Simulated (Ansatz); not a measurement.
I need energies of removing a hydrogen of C2H5BOSi, SMILES O=C1B[SiH2]C1. Use Ansatz's Python interface. Use (for the species named): r2SCAN, def2-SVP basis, multiplicity 1.

```xyz
10

O    -1.8226    0.8142    1.4758
C    -0.9546    0.4003    0.8050
B     0.1878   -0.6753    1.1108
Si    1.0081   -0.4759   -0.6489
C    -0.4684    0.6182   -0.6215
H     0.5160   -1.3064    2.0671
H     2.2565    0.2102   -0.6677
H     0.7542   -1.6570   -1.4910
H    -1.2417    0.3398   -1.2969
H    -0.1522    1.6807   -0.7297
```

Script `bde_c2h5bosi.py`:
```python
# -*- coding: utf-8 -*-
'''X-H bond energies of C2H5BOSi without relaxation.'''

import ansatz as az
from ase import Atoms

BASIS = 'def2-SVP'
FUNCTIONAL = 'r2SCAN'


def single_point(molecule, charge=0, unpaired=0):
    calc = molecule.calculation().basis(gaussian=BASIS).functional(FUNCTIONAL)
    if charge:
        calc = calc.charge(charge)
    if unpaired:
        calc = calc.spin('collinear', total=unpaired)
    return calc.run().report['free_energy_ev']

def without(molecule, index):
    rest = az.Crystal.molecule()
    for i, site in enumerate(molecule.cartesian_sites):
        if i != index:
            rest = rest.atom(site.symbol, site.position_ang)
    return rest


def main():
    atoms = Atoms(['O', 'C', 'B', 'Si', 'C', 'H', 'H', 'H', 'H', 'H'], positions=[
        (-1.8226, 0.8142, 1.4758),
        (-0.9546, 0.4003, 0.805),
        (0.1878, -0.6753, 1.1108),
        (1.0081, -0.4759, -0.6489),
        (-0.4684, 0.6182, -0.6215),
        (0.516, -1.3064, 2.0671),
        (2.2565, 0.2102, -0.6677),
        (0.7542, -1.657, -1.491),
        (-1.2417, 0.3398, -1.2969),
        (-0.1522, 1.6807, -0.7297),
    ])
    molecule = az.Crystal.molecule_from_ase(atoms)

    whole = single_point(molecule, 0)
    hydrogen = single_point(az.Crystal.molecule().atom('H', (0, 0, 0)), 0, 1)
    print(f'E(molecule) = {whole:.5f} eV, E(H) = {hydrogen:.5f} eV')
    for index in [5, 7, 9]:
        radical = single_point(without(molecule, index), 0, 1)
        print(f'H{index}: homolysis {(radical + hydrogen - whole):.3f} eV')
        anion = single_point(without(molecule, index), -1)
        print(f'H{index}: loss of a proton {(anion - whole):.3f} eV')


if __name__ == '__main__':
    main()
```

`python bde_c2h5bosi.py` gives:
```text
E(molecule) = -12743.43469 eV, E(H) = -13.58417 eV
H5: homolysis 3.641 eV
H5: loss of a proton 16.660 eV
H7: homolysis 3.643 eV
H7: loss of a proton 15.275 eV
H9: homolysis 3.758 eV
H9: loss of a proton 15.616 eV
```

Reading the output:
- These settings explore the input space; basis and method may be short of convergence.
- The geometry is a force-field or estimated start, not a minimum of this method, and the basis set is short of its limit. All parts are taken at fixed geometry, without zero-point energy.
- The expectation value of S² is noticeably off S(S+1) in at least one run, so that state is spin-contaminated.
- Anions want diffuse functions, which this basis lacks.
- The whole script took 90 s on 1 thread of Arm Neoverse V1 (shared host), peak memory 0.33 GiB.
